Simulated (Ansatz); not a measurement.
# VCrC2: equation of state with PBEsol

VCrC2:

```
CELL_PARAMETERS angstrom
1.46063 0.84330 4.73939
-1.46063 0.84330 4.73939
0.00000 -1.68659 4.73939
ATOMIC_POSITIONS crystal
Cr 0.50000 0.50000 0.50000
V 0.00000 0.00000 0.00000
C 0.24876 0.24876 0.24876
C 0.75124 0.75124 0.75124
```

The cell comes from a database or a generator and needn't be the stable form of this composition.

| Property | Result |
| --- | --- |
| Program | Ansatz 0.2.0 |
| Task | equation of state |
| Functional | PBEsol |
| Potentials or basis | all-electron LAPW, scalar-relativistic |
| Basis error allowed | 0.001 eV/atom |
| k mesh | 11 × 11 × 11 |
| Occupations | fermi-dirac, width 0.05 eV |
| Spin | collinear spin, ferromagnetic start |
| Starting moments | [3.0, 2.0, 0.0, 0.0] μB |

| Item | Value |
| --- | --- |
| Equilibrium volume | 8.43 Å³/atom (rough: see the caveat) |
| Bulk modulus at fixed shape and positions | 361 GPa (rough) |

Energy against volume, from the lowest point:
```csv
volume (Å³/atom),energy (meV/atom)
8.231,5.36
8.406,0.00
8.581,2.53
8.757,12.13
8.932,27.90
9.107,46.34
9.282,69.18
```

All runs of the series together: 3.2 min on 4 threads of AMD EPYC 9R45 96-Core Processor (Zen 5) (shared host).

Caveat: the fit is doubtful: noisy points or a state that changes with volume; the cell was scaled at fixed shape and fractional positions, which overstates the stiffness of a crystal with free parameters, most of all of layers and chains; the starting moments weren't kept.
